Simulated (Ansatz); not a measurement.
# CaIrN2, space group R-3m: a comparison of norm-conserving and PAW potentials

With the Ansatz DFT code, driven from Python.

At the Python prompt:
```pycon
>>> import ansatz
>>> import numpy as np
>>> from pymatgen.core import Lattice, Structure
>>> from pymatgen.io.ase import AseAtomsAdaptor
>>> def count_gap(report):
...     # lowest empty less highest filled band, counting bands; zero where they overlap
...     return max(report.get("gap_by_band_count_ev") or 0.0, 0.0)
...
>>> pmg_structure = Structure(
...     Lattice([(1.64885, 0.95196399, 5.00940022), (-1.64885, 0.95196399, 5.00940022), (0.0, -1.90392798, 5.00940022)]),
...     ["Ca", "Ir", "N", "N"],
...     [
...         (0.0, 0.0, 0.0),
...         (0.5, 0.5, 0.5),
...         (0.769119, 0.769119, 0.769119),
...         (0.230881, 0.230881, 0.230881),
...     ],
... )
>>> structure = ansatz.Crystal.from_ase(AseAtomsAdaptor.get_atoms(pmg_structure))
>>> model = (
...     structure.calculation()
...     .functional("pbesol")
...     .kpoints(density=3.4)
...     .occupations(ansatz.OccupationsMethod.COLD, width=50 * ansatz.meV)
...     .scf(tolerance=1e-10)
...     .stress()
...     .forces()
...     .band_table()
... )
>>> variants = {
...     "PAW": model.pseudopotentials("paw"),
...     "norm-conserving": model.pseudopotentials("nc"),
... }
>>> # totals differ by the cores that each treatment holds, so compare what does not depend on them
>>> rows = []
>>> for label, variant in variants.items():
...     r = variant.run(threads=1, pin="off").report
...     levels = np.array(r["eigenvalues_ev"][0]) - r["fermi_energy_ev"]
...     print(label, "levels at the first k-point near E_F:", np.round(levels[np.abs(levels) < 5], 3))
...     rows.append((label, r["n_electrons"], np.trace(r["stress_gpa"]) / 3, float(np.abs(r["forces_ev_ang"]).max()), count_gap(r)))
...
DeckWarning: basis.ecutwfc = 420 eV, auto-derived from the records' recommended cutoffs: set by Ca (normal level)
PAW levels at the first k-point near E_F: [-2.374 -2.374 -1.292 -1.292 -0.951 -0.291  2.983  2.983  3.626]
DeckWarning: basis.ecutwfc = 1142.878222 eV, auto-derived from the records' recommended cutoffs: set by N (normal level)
norm-conserving levels at the first k-point near E_F: [-2.365 -2.365 -1.3   -1.3   -0.959 -0.286  2.981  2.981  3.637]
>>> print("     treatment  electrons in bands           P GPa  max force component eV/A  gap by band count eV")
     treatment  electrons in bands           P GPa  max force component eV/A  gap by band count eV
>>> for row in rows:
...     print(f"{str(row[0]):>14s}  {row[1]:18.1f}  {row[2]:14.3f}  {row[3]:24.4f}  {row[4]:20.3f}")
...
           PAW                37.0          -9.206                    0.2620                 0.000
norm-conserving                37.0          -9.308                    0.2692                 0.000
```

PAW gives -9.206 GPa and norm-conserving -9.308 GPa, 0.10 GPa apart. They took 4.7 and 20.8 s of processor time.

Spin is left out of this run. The computed bands are complete only to about 4.6 eV above the Fermi level. For a metal this k-point mesh is coarse: on a finer one energies can move by several to tens of meV an atom and pressures by half a GPa or more, differences at one mesh by less. A gap by band count of zero or less means overlapping bands, a metal, and at an odd count of electrons it is no gap at all. At these settings the cell as given stands under about -9 GPa, so it isn't at this functional's equilibrium volume. This cell is a computed structure, which may not be the phase found in nature. Gaps and levels are Kohn-Sham values on a finite set of k-points, without spin-orbit coupling. Warnings are shown shortened and without file and line. Stress is positive in compression. Hardware and time: 27 s on 1 thread of Arm Neoverse V1, with other jobs on the host, peak memory 0.61 GiB.
